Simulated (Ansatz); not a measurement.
# AlHBr (SMILES [AlH][Br]): levels of theory compared

Aim: a comparison of 6 runs (UHF/STO-3G, U-r2SCAN/STO-3G, U-revPBE/STO-3G, UB3LYP/STO-3G, USVWN5/STO-3G, UCCSD/STO-3G) of AlHBr. 

Program for the calculation: Ansatz 0.2.0.

59 further runs of the same task are left out: 10 that didn't finish, 49 set aside as unsound or not needed.

## Step 1: Starting point

AlHBr: 3 atoms, total charge 0, spin state doublet. As SMILES, `[AlH][Br]`. The Br2–Al1 distance was set to 5.688 Å, away from the relaxed value. At this shape a bond of the SMILES string is far longer than usual.

Bond lengths: Al1–H3 1.602 Å.

## Step 2: The energy at UHF/STO-3G (run 1)

The input, molecule.yaml:

```yaml
basis:
  gaussian:
    orbitals: STO-3G
crystal:
  periodic: [false, false, false]
  atoms:
    - symbol: Al
      position_ang: [-3.118500, -1.582900, -1.904400]
    - symbol: Br
      position_ang: [1.584500, 0.008600, 0.871100]
    - symbol: H
      position_ang: [-4.120700, -0.400300, -2.310600]
magnetization:
  spin_polarized: true
  initial_magnetization: 1
hamiltonian:
  xc: hf
accuracy: high
```

The run is started by

```console
$ ansatz run molecule.yaml --threads 1 --pin off --max-ram 2610MiB --events-out events.jsonl --progress --plain --runs-dir runs
```

The log of the run:

```text
Warning: RAYON_NUM_THREADS=1 ignored (pool sized by the plan → 1); use --threads N
Functional definition: HF
  name "HF"
  exchange = exact_x
  correlation = 0
332 factors; integrals over basis functions are off by at most 1.4e-8 eV
mean field evaluation 1: about -75755.9506 eV, gradient 7.5e0 eV
mean field evaluation 2: about -75755.9651 eV, gradient 7.5e0 eV
mean field evaluation 4: about -75760.1109 eV, gradient 1.8e0 eV
mean field evaluation 8: about -75760.1693 eV, gradient 1.3e-2 eV
mean field evaluation 16: about -75760.1697 eV, gradient 2.5e-8 eV
mean field evaluation 32: about -75760.1668 eV, gradient 2.2e-2 eV
mean field evaluation 64: about -75749.3178 eV, gradient 9.0e0 eV
mean field evaluation 96: about -75760.1696 eV, gradient 9.5e-3 eV
mean field evaluation 128: about -75756.0614 eV, gradient 1.9e-1 eV
mean field evaluation 160: about -75760.1551 eV, gradient 2.0e-1 eV
mean field -75760.16971107 eV, -2784.1348847946 hartree, gradient 2.5e-8 eV, S^2 0.750000; 4 other end points of the search recorded, 0 dependent functions left out
reference -75760.16971107 eV, -2784.1348847946 hartree; 25, 24 occupied and 3, 4 virtual orbitals, 332 factors
Total energy: -75760.16971107 eV, -2784.1348847946 hartree
```

Run time: 0.66 s. Hardware: 1 thread of Arm Neoverse V1, shared host.

## Step 3: The energy at U-r2SCAN/STO-3G (run 2)

The input, run.yaml:

```yaml
crystal:
  periodic: [false, false, false]
  atoms:
    - {symbol: Al, position_ang: [-3.118500, -1.582900, -1.904400]}
    - {symbol: Br, position_ang: [1.584500, 0.008600, 0.871100]}
    - {symbol: H, position_ang: [-4.120700, -0.400300, -2.310600]}
basis:
  gaussian: {orbitals: STO-3G}
hamiltonian: {xc: r2scan}
magnetization: {spin_polarized: true, initial_magnetization: 1}
accuracy: high
```

The run is started by

```console
$ ansatz run run.yaml --threads 1 --pin off --max-ram 2610MiB --events-out events.jsonl --progress --plain --runs-dir runs
```

The log of the run (excerpt; [...] marks lines left out):

```text
Warning: RAYON_NUM_THREADS=1 ignored (pool sized by the plan → 1); use --threads N
Functional definition: r2SCAN
  name "r2SCAN"
[...]
332 factors; integrals over basis functions are off by at most 1.4e-8 eV
[...]
mean field -75811.13261767 eV, -2786.0077370681 hartree, gradient 8.9e-9 eV, S^2 0.750424; 7 other end points of the search recorded, 0 dependent functions left out
reference -75811.13261854 eV, -2786.0077371002 hartree; 25, 24 occupied and 3, 4 virtual orbitals, 332 factors
Total energy: -75811.13261854 eV, -2786.0077371002 hartree
```

It took 66 s on 1 thread of Arm Neoverse V1, shared host; peak memory 0.22 GiB.

Run 3 isn't shown in full; the table further down has it.

## Step 4: A single-point energy at UB3LYP/STO-3G (run 4)

Changes to run.yaml since step 3:

```diff
@@ -7,5 +7,9 @@
 basis:
-  gaussian: {orbitals: STO-3G}
-hamiltonian: {xc: r2scan}
-magnetization: {spin_polarized: true, initial_magnetization: 1}
+  gaussian:
+    orbitals: STO-3G
+magnetization:
+  spin_polarized: true
+  initial_magnetization: 1
+hamiltonian:
+  xc: {name: B3LYP}
 accuracy: high
```

The run is started by

```console
$ ansatz run run.yaml --threads 1 --pin off --max-ram 2610MiB --events-out events.jsonl --progress --plain --runs-dir runs
```

The log of the run (excerpt; [...] marks lines left out):

```text
Warning: RAYON_NUM_THREADS=1 ignored (pool sized by the plan → 1); use --threads N
Functional definition: B3LYP
  name "B3LYP"
[...]
332 factors; integrals over basis functions are off by at most 1.4e-8 eV
[...]
mean field -75809.48144404 eV, -2785.9470575562 hartree, gradient 2.1e-8 eV, S^2 0.750242; 7 other end points of the search recorded, 0 dependent functions left out
reference -75809.48147804 eV, -2785.9470588059 hartree; 25, 24 occupied and 3, 4 virtual orbitals, 332 factors
Total energy: -75809.48147804 eV, -2785.9470588059 hartree
```

It took 12 s on 1 thread of Arm Neoverse V1, shared host; peak memory 0.14 GiB.

Run 5 isn't shown in full; the table further down has it.

## Step 5: The energy at UCCSD/STO-3G (run 6)

The input, in.yaml:

```yaml
basis:
  gaussian:
    orbitals: STO-3G
crystal:
  periodic: [false, false, false]
  atoms:
    - {symbol: Al, position_ang: [-3.118500, -1.582900, -1.904400]}
    - {symbol: Br, position_ang: [1.584500, 0.008600, 0.871100]}
    - {symbol: H, position_ang: [-4.120700, -0.400300, -2.310600]}
magnetization:
  spin_polarized: true
  initial_magnetization: 1
correlation:
  method: ccsd
  frozen_orbitals: {Al: 5, Br: 9, H: 0}
accuracy: high
scf:
  omitted_lower_state_checks: [cluster_reference, increment]
```

The run is started by

```console
$ ansatz run in.yaml --threads 1 --pin off --max-ram 2610MiB --events-out events.jsonl --progress --plain --runs-dir runs
```

The log of the run:

```text
Warning: RAYON_NUM_THREADS=1 ignored (pool sized by the plan → 1); use --threads N
[... 16 lines left out ...]
14 core orbitals not correlated: weight in the atoms' cores, before any rotation towards them, 1.000 or more for the frozen orbitals, at most 0.000 for the correlated occupied ones
[... 29 lines left out ...]
Total energy: -75761.32884046 eV, -2784.1774820139 hartree
Checks for a lower state left out: cluster_reference, increment
```

Run time: 1.3 s. Hardware: 1 thread of Arm Neoverse V1, shared host.

## Step 6: The series

| run | level | frozen core orbitals | energy (Eh) | ⟨S²⟩ | wall time |
| --- | --- | --- | --- | --- | --- |
| 1 | UHF/STO-3G | – | -2784.134885 | 0.750 | 0.66 s |
| 2 | U-r2SCAN/STO-3G | – | -2786.007737 | 0.750 | 66 s |
| 3 | U-revPBE/STO-3G | – | -2785.666605 | 0.750 | 23 s |
| 4 | UB3LYP/STO-3G | – | -2785.947059 | 0.750 | 12 s |
| 5 | USVWN5/STO-3G | – | -2781.084025 | 0.750 | 6 s |
| 6 | UCCSD/STO-3G | 14 | -2784.177482 | 0.750 | 1.3 s |

## Step 7: What came out

| quantity | value |
| --- | --- |
| run 6: total energy | -2784.17748 Eh |
| run 6: correlation energy (14 core orbitals frozen) | -42.6 mEh |
| run 6: ⟨S²⟩ of the reference determinant | 0.750 |
| run 6: T1 diagnostic | 0.004 |

In words: Totals of different functionals can't be ranked against each other. In runs 1, 2, 3, 4, 5, 6 the basis is minimal, so the values are rough. All runs together took 1.8 min, the longest 66 s.
